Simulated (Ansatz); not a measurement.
Sc3Te:

```xyz
4
Lattice="0.0000 3.5695 3.5695 3.5695 0.0000 3.5695 3.5695 3.5695 0.0000" Properties=species:S:1:pos:R:3 pbc="T T T"
Sc    1.7848    1.7848    1.7848
Sc    5.3543    5.3543    5.3543
Sc    3.5695    3.5695    3.5695
Te    0.0000    0.0000    0.0000
```

The cell was built by a generator and needn't be a form met in nature.

Base run:

```yaml
Program: Ansatz 0.2.0
Functional: PBE
Potentials_or_basis: Ansatz PAW
Cutoff: 420 eV
Density_cutoff: 1680 eV
k_mesh: 5 × 5 × 5
Occupations: fermi-dirac, width 0.05 eV
Spin: no spin polarisation
Hubbard_terms: Sc d U = 8 eV
```

Its results: band gap on the k mesh none (metal or under the smearing width); pressure 17.0 GPa.

Q: The run is repeated on the same cell with these changes: hubbard terms from Sc d U = 8 eV to Sc d U = 2 eV. What comes out?

A: Band gap on the k mesh none (metal or under the smearing width); pressure 3.7 GPa.

Caveats: U without spin polarisation on a metal has little footing; the U is typed as a test and isn't derived for this compound.

Not every run made on this cell is shown here.
